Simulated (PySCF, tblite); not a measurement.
# C₃H₁₀AlNSi: geometry, infrared bands and NMR shifts

Aim: predict the infrared bands and NMR shifts of C₃H₁₀AlNSi (`C=CC[N]([AlH2])[SiH3]`).

Computed with tblite 0.8.0 and PySCF 2.14.0, with density-fitted response routines of our own, on a single molecule in the gas phase. Atoms count from 0, in the outputs and in this text.

### Step 1. The molecule as given

16 atoms, charge 0, multiplicity 1; geometry from: force field or distance geometry start.

Bonds of the start (Å): C0–C1 1.34, C1–C2 1.44, C2–N3 1.43, N3–Al4 1.92, N3–Si5 1.79, C0–H6 1.10, C0–H7 1.08, C1–H8 1.10, C2–H9 1.13, C2–H10 1.14, Al4–H11 1.62, Al4–H12 1.60, Si5–H13 1.47, Si5–H14 1.50, Si5–H15 1.46.

### Step 2. Optimising the geometry with GFN2-xTB

The job: settings as JSON, then the geometry in Å.

```
{"job": {"kind": "relax", "xc": "GFN2-xTB", "basis": "xTB"}, "charge": 0, "multiplicity": 1}
C      2.317200    -0.525900     0.761000
C      1.762200     0.107100    -0.275600
C      0.410400     0.594700    -0.383000
N     -0.483700     0.387800     0.709200
Al    -0.733600    -1.508000     0.918900
Si    -2.084200     1.063100     0.268500
H      3.365900    -0.837100     0.698200
H      1.818300    -0.757100     1.693300
H      2.445600     0.259400    -1.129500
H      0.491000     1.723400    -0.449300
H     -0.106000     0.275700    -1.347200
H     -2.222000    -2.143600     0.883100
H      0.514000    -2.434800     0.550400
H     -2.952400     1.208400     1.447500
H     -1.843100     2.399900    -0.362800
H     -2.707400     0.195700    -0.726700
```

On the command line:

```console
OMP_NUM_THREADS=1 python probes_run.py task.json out
```

One launch serves the whole session: the jobs run in the order shown.

**Question.** This job is followed by: GFN2-xTB harmonic vibrations, gas phase; GIAO PBE0/pcSseg-1 NMR shielding, non-relativistic, gas phase. What will the session give for the following? strongest single infrared mode (GFN2-xTB); zero-point energy (GFN2-xTB); 13C shifts against TMS (PBE0/pcSseg-1); 1H shifts against TMS (PBE0/pcSseg-1, means over atoms taken as alike); 15N shifts against NH3 (PBE0/pcSseg-1); 27Al shifts against AlH4- (PBE0/pcSseg-1); 29Si shifts against TMS (PBE0/pcSseg-1).

The runs gave:

| quantity | value |
| --- | --- |
| strongest single infrared mode (GFN2-xTB) | 2163 cm⁻¹, 444 km/mol |
| zero-point energy (GFN2-xTB) | 69.3 kcal/mol |
| 13C shifts against TMS (PBE0/pcSseg-1) | 176.5, 112.4, 53.8 ppm |
| 1H shifts against TMS (PBE0/pcSseg-1, means over atoms taken as alike) | 7.89, 7.64, 5.39, 4.77, 4.69, 3.98 ppm |
| 15N shifts against NH3 (PBE0/pcSseg-1) | 25.2 ppm |
| 27Al shifts against AlH4- (PBE0/pcSseg-1) | 108.8 ppm |
| 29Si shifts against TMS (PBE0/pcSseg-1) | -53.7 ppm |

Over 112 steps the energy fell by 1.108 eV; of the close pairs, N3–Al4 changed most, 1.924 to 1.828 Å. No mode is imaginary among the 42: a minimum at this level. The strongest single mode, at 2163 cm⁻¹, moves mainly H15 and H14. Unscaled tight-binding wavenumbers are off by several per cent, some by more. Its intensities can rank the bands wrongly. The most deshielded hydrogen is H8 (hydrogen on an alkene CH), at 7.89 ppm: olefinic region. At PBE0/pcSseg-1: The widest tensor belongs to C1: span 277 ppm, with a paramagnetic part of -249 ppm.
